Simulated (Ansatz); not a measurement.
# KZrCl3: the cost of one run

Computed with Ansatz 0.2.0 (DFT PBE, scalar-relativistic, plane waves, PAW, unless a step's input says otherwise).

## Step 1: The system as given

It takes space group Pm-3m (No. 221, cubic). Conventional cell: a = 5.135 Å, b = 5.135 Å, c = 5.135 Å, α = 90.00°, β = 90.00°, γ = 90.00°. K (site symmetry m-3m) has 6 Cl at 2.57 Å as nearest neighbours. Zr (site symmetry m-3m) is surrounded by 12 Cl at 3.63 Å. Cl (site symmetry 4/mmm) has 2 K at 2.57 Å and 4 Zr at 3.63 Å as nearest neighbours.

Structure file:

```
K Zr Cl
1.0
     5.13467    0.00000    0.00000
     0.00000    5.13467    0.00000
     0.00000    0.00000    5.13467
K Zr Cl
1 1 3
Direct
  0.50000 0.50000 0.50000
  0.00000 0.00000 0.00000
  0.50000 0.50000 0.00000
  0.00000 0.50000 0.50000
  0.50000 0.00000 0.50000
```

A structure generator made this guess: species swapped into a database cell of Gd3InN (Pm-3m, No. 221), with Cl on the Gd sites, Zr on the In sites and K on the N sites. Its size is a rough estimate.

## Step 2: Probe: one point on a coarse mesh

input.yaml

```yaml
crystal:
  lattice:
    - [5.13466792, 0.0, 0.0]
    - [0.0, 5.13466792, 0.0]
    - [0.0, 0.0, 5.13466792]
  atoms:
    - { symbol: K, position: [0.5, 0.5, 0.5] }
    - { symbol: Zr, position: [0.0, 0.0, 0.0] }
    - { symbol: Cl, position: [0.5, 0.5, 0.0] }
    - { symbol: Cl, position: [0.0, 0.5, 0.5] }
    - { symbol: Cl, position: [0.5, 0.0, 0.5] }
basis:
  ecutwfc: 420
kpoints:
  mp_grid: { grid: [4, 4, 4] }
hamiltonian:
  xc: pbe
scf:
  occupations: { method: gaussian, width: 0.1 }
  lower_state_search: "off"
output:
  forces: true
  stress: true
  eigenvalues: true
```

Launch:

```console
$ ansatz run input.yaml --threads 1 --pin off --max-ram 2048MiB --backend cpu --events-out ev --progress --plain --runs-dir out
```

**Question.** How long does this run take on 1 thread of Arm Neoverse V2, shared host, and how much memory does it need?

About 3.3 s, with a peak of 0.36 GiB.
